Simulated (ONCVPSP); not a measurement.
# How the scale of all radii shapes an ONCV potential for F, part 2 of 2

One potential is built and tested. Then the scale of all radii is changed, to learn what it costs or gains.

ONCVPSP 4.0.1; first potential LDA (Perdew-Wang 92), scalar-relativistic. Earlier steps stand in the parts before.

## (7) Now with scale of all radii = 1.53

F.dat

```
# ATOM AND REFERENCE CONFIGURATION
# atsym  z   nc   nv     iexc    psfile
  F 9.00    1    2  -001012      upf
#
#   n    l    f
    1    0    2.00
    2    0    2.00
    2    1    5.00
#
# PSEUDOPOTENTIAL AND OPTIMIZATION
# lmax
    2
#
#   l,   rc,      ep,       ncon, nbas, qcut
    0    0.82    0.00    3    6   11.90
    1    1.84    0.00    4    8   10.40
    2    1.58    0.11    3    6    8.90
#
# LOCAL POTENTIAL
# lloc, lpopt,  rc(5),   dvloc0
    4    5    0.76    0.00
#
# VANDERBILT-KLEINMAN-BYLANDER PROJECTORs
# l, nproj, debl
    0    2    1.20
    1    3    2.70
    2    2    2.20
#
# MODEL CORE CHARGE
# icmod, fcfact, rcfact
    0    0.00    0.00
#
# LOG DERIVATIVE ANALYSIS
# epsh1, epsh2, depsh
   -3.00    5.00    0.02
#
# OUTPUT GRID
# rlmax, drl
    6.00    0.01
#
# TEST CONFIGURATIONS
# ncnf
    4
# nvcnf
#   n    l    f
    2
    2    0    2.00
    2    1    4.00
#
    2
    2    0    2.00
    2    1    3.00
#
    2
    2    0    2.00
    2    1    2.00
#
    2
    2    0    1.00
    2    1    5.00
#
```

On the command line:

```
$ oncvpsp.x < F.dat > F.out
```

Output in F.out (without the consistency checks and plot data):

```text
ONCVPSP  (Optimized Norm-Conservinng Vanderbilt PSeudopotential)
scalar-relativistic version 4.0.1

[... all-electron levels as in step 2 ...]

Begin loop to  construct optimized pseudo wave functions
and semi-local pseudopoentials for all angular momenta

   Wellstate for l =  0  n =  3
     eigenvalue =   0.1104
     asymptotic potential =   0.6104
     half-point radius =  7.1181

Calculating optimized projector #   1

 for l=   0

    Fraction of norm inside rc  0.394634
    Optimizing pswf for qcut=  11.91 a_B^-1,  ecut=  70.89 Ha
    Residual kinetic energy error=  1.39D-05 Ha

    Energy error per electron        Cutoff
         Ha          eV             Ha
         0.01000     0.27211       36.06
         0.00100     0.02721       50.17
         0.00010     0.00272       61.67
         0.00001     0.00027       78.05

Calculating optimized projector #   2

 for l=   0

    Fraction of norm inside rc  0.026668
    Optimizing pswf for qcut=  11.91 a_B^-1,  ecut=  70.89 Ha
    Residual kinetic energy error=  1.33D-06 Ha

    Energy error per electron        Cutoff
         Ha          eV             Ha
         0.01000     0.27211        7.78
         0.00100     0.02721       35.89
         0.00010     0.00272       50.36
         0.00001     0.00027       62.04

   Wellstate for l =  1  n =  4
     eigenvalue =   2.2849
     asymptotic potential =   2.7849
     half-point radius =  3.2197

   Wellstate for l =  1  n =  5
     eigenvalue =   4.9849
     asymptotic potential =   5.4849
     half-point radius =  3.0347

Calculating optimized projector #   1

 for l=   1

    Fraction of norm inside rc  0.879756
    Optimizing pswf for qcut=  10.39 a_B^-1,  ecut=  54.01 Ha
    Residual kinetic energy error=  1.41D-09 Ha

    Energy error per electron        Cutoff
         Ha          eV             Ha
         0.01000     0.27211       22.17
         0.00100     0.02721       28.46
         0.00010     0.00272       33.74
         0.00001     0.00027       38.31

Calculating optimized projector #   2

 for l=   1

    Fraction of norm inside rc  0.248169
    Optimizing pswf for qcut=  10.39 a_B^-1,  ecut=  54.01 Ha
    Residual kinetic energy error=  3.86D-09 Ha

    Energy error per electron        Cutoff
         Ha          eV             Ha
         0.01000     0.27211       24.78
         0.00100     0.02721       32.01
         0.00010     0.00272       37.89
         0.00001     0.00027       42.74

Calculating optimized projector #   3

 for l=   1

    Fraction of norm inside rc  0.166600
    Optimizing pswf for qcut=  10.39 a_B^-1,  ecut=  54.01 Ha
    Residual kinetic energy error=  2.30D-07 Ha

    Energy error per electron        Cutoff
         Ha          eV             Ha
         0.01000     0.27211       29.23
         0.00100     0.02721       37.07
         0.00010     0.00272       43.34
         0.00001     0.00027       47.99

   Wellstate for l =  2  n =  3
     eigenvalue =   0.1100
     asymptotic potential =   0.6100
     half-point radius = 19.4417

   Wellstate for l =  2  n =  4
     eigenvalue =   2.3100
     asymptotic potential =   2.8100
     half-point radius =  3.1753

Calculating optimized projector #   1

 for l=   2

    Fraction of norm inside rc  0.000255
    Optimizing pswf for qcut=   8.91 a_B^-1,  ecut=  39.67 Ha
    Residual kinetic energy error=  1.65D-11 Ha

    Energy error per electron        Cutoff
         Ha          eV             Ha
         0.01000     0.27211        0.21
         0.00100     0.02721        0.47
         0.00010     0.00272        1.74
         0.00001     0.00027        6.71

Calculating optimized projector #   2

 for l=   2

    Fraction of norm inside rc  0.240851
    Optimizing pswf for qcut=   8.91 a_B^-1,  ecut=  39.67 Ha
    Residual kinetic energy error=  5.27D-07 Ha

    Energy error per electron        Cutoff
         Ha          eV             Ha
         0.01000     0.27211       13.42
         0.00100     0.02721       21.48
         0.00010     0.00272       28.62
         0.00001     0.00027       34.00

Construct Vanderbilt / Kleinmman-Bylander projectors

B matrix Hermiticity error, ll=   0
   1   2    4.4117E-05

  Orthonormal projector coefficients  1.4986E+01  1.3950E+00

B matrix Hermiticity error, ll=   1
   1   2   -1.1372E-04
   1   3    1.2569E-04
   2   3    1.5111E-04

  Orthonormal projector coefficients -3.1587E+00 -1.9505E+00 -4.0036E-01

B matrix Hermiticity error, ll=   2
   1   2    1.7779E-06

  Orthonormal projector coefficients -2.2721E+00 -7.7621E-01

Pseudoatom total energy  -23.466266

Diagnostic tests using Vanderbilt-Kleinman-Bylander pseudopotentials
  1 or more projectors used as specified by nproj input data

   l    rcore       rmatch      e in        delta e   norm test  slope test

   0   0.8231760   0.8481694  -1.0895829  -0.0000053   1.0000654   1.0002267
   0   0.8231760   0.8481694   0.1104171   0.0000623   1.0001832   1.0001832

   1   1.8459508   1.9019978  -0.4150935  -0.0000009   1.0000458   1.0000496
   1   1.8459508   1.9019978   2.2849065   0.0000171   1.0000888   1.0000888
   1   1.8459508   1.9019978   4.9849065  -0.0000006   1.0002527   1.0002527

   2   1.5800565   1.6280304   0.1100000  -0.0000012   1.0000253   1.0000253
   2   1.5800565   1.6280304   2.3100000   0.0000145   1.0001079   1.0001079

 Testing for bound ghosts
   n   l    E NL Schr. Eq   E Basis Diag.   E Cutoff

   1   0       -1.089588       -1.046914    184.66

   2   1       -0.415094       -0.414830    116.04

 Testing for highly-localized positive-energy ghosts
       l    <radius>/rc     E Basis Diag.   E Cutoff

Test configuration 0

   n   l     f        eae           eps        diff
   1   0  2.0000  -24.21580463
   2   0  2.0000   -1.08958287   -1.08958818   -5.31D-06
   2   1  5.0000   -0.41509348   -0.41509441   -9.24D-07

    Total energies and differences
      AE_ref= -9.91888721D+01  AE_tst= -9.91888721D+01  dif=  0.00D+00
      PS_ref= -2.34662665D+01  PS_tst= -2.34662665D+01  dif=  1.42D-14
      PSP excitation error= -1.42D-14

Test configuration 1

   n   l     f        eae           eps        diff
   1   0  2.0000  -24.97733168
   2   0  2.0000   -1.73003278   -1.72924757    7.85D-04
   2   1  4.0000   -1.04586209   -1.03829214    7.57D-03

    Total energies and differences
      AE_ref= -9.91888721D+01  AE_tst= -9.84701333D+01  dif=  7.19D-01
      PS_ref= -2.34662665D+01  PS_tst= -2.27503284D+01  dif=  7.16D-01
      PSP excitation error=  2.80D-03

Test configuration 2

   n   l     f        eae           eps        diff
   1   0  2.0000  -25.93603064
   2   0  2.0000   -2.48476370   -2.47572164    9.04D-03
   2   1  3.0000   -1.80514109   -1.77480153    3.03D-02

    Total energies and differences
      AE_ref= -9.91888721D+01  AE_tst= -9.70546157D+01  dif=  2.13D+00
      PS_ref= -2.34662665D+01  PS_tst= -2.13521060D+01  dif=  2.11D+00
      PSP excitation error=  2.01D-02

Test configuration 3

   n   l     f        eae           eps        diff
   1   0  2.0000  -27.07676834
   2   0  2.0000   -3.33555757   -3.30580094    2.98D-02
   2   1  2.0000   -2.67718527   -2.60129086    7.59D-02

    Total energies and differences
      AE_ref= -9.91888721D+01  AE_tst= -9.48224572D+01  dif=  4.37D+00
      PS_ref= -2.34662665D+01  PS_tst= -1.91707839D+01  dif=  4.30D+00
      PSP excitation error=  7.09D-02

Test configuration 4

   n   l     f        eae           eps        diff
   1   0  2.0000  -24.97478519
   2   0  1.0000   -1.73649635   -1.74261300   -6.12D-03
   2   1  5.0000   -1.04943645   -1.05128091   -1.84D-03

    Total energies and differences
      AE_ref= -9.91888721D+01  AE_tst= -9.77845125D+01  dif=  1.40D+00
      PS_ref= -2.34662665D+01  PS_tst= -2.20591802D+01  dif=  1.41D+00
      PSP excitation error= -2.73D-03
```

Run time: 2.6 s. Hardware: 1 thread, shared host.

Energies count from the reference configuration 2s2 2p5; the error is all-electron less pseudo.

| valence configuration | charge | ΔE all-electron (eV) | error AE − PS (meV) |
| --- | --- | --- | --- |
| 2s2 2p4 | +1 | 19.558 | +76 |
| 2s2 2p3 | +2 | 58.076 | +547 |
| 2s2 2p2 | +3 | 118.815 | +1929 |
| 2s1 2p5 | +1 | 38.214 | -74 |

Against the first potential, the loose cutoff goes from 56 Ha to 50 Ha, the largest test error goes from +547 to +1929 meV and the bound ghost is gone.

## (8) Comparison

The summary covers parts 1 to 2.

Cutoffs, loose and tight: the cutoffs (Ha) at which the residual kinetic energy of the hardest occupied pseudo-wave falls to 1 and 0.1 mHa per electron; empty and scattering waves don't count. The number of plane waves in a given cell goes as the cutoff to the power 3/2; it is given for the loose cutoff, relative to the first potential. Test errors are all-electron less pseudo. The phase difference is the largest within 0.5 Ha of zero, over the channels with partial waves.

```csv
scale of all radii,outcome,"cutoff, loose","cutoff, tight","plane waves, relative",bound ghosts,largest test error (meV),phase difference near zero (rad)
1 (first),generated,56 Ha,322 Ha,1.00,s,+547,0.000
1.37,generated,54 Ha,66 Ha,0.95,none,+1377,0.000
1.53,generated,50 Ha,62 Ha,0.86,none,+1929,0.000
```

What this shows: The loose cutoff is 56 Ha at 1, 54 Ha at 1.37 and 50 Ha at 1.53. The largest test error is 547 meV at 1, 1377 meV at 1.37 and 1929 meV at 1.53. Bound ghosts show at 1.

The first potential by itself. A bound ghost (s) makes it unfit for use: electrons can fall into a state that the atom doesn't have. The worst unpolarised test, 2s2 2p2, is off by 547 meV on 118.8 eV; by total energies transferability rates as poor. That test lies far up in energy; among those under 40 eV, nearer to bonding, the largest error is 16 meV. The potential is hard: the looser tolerance needs 56 Ha. The tighter tolerance needs 322 Ha, and converged work needs a cutoff nearer that. At the looser tolerance the 2s wave is the slowest; 2p needs 42 Ha.
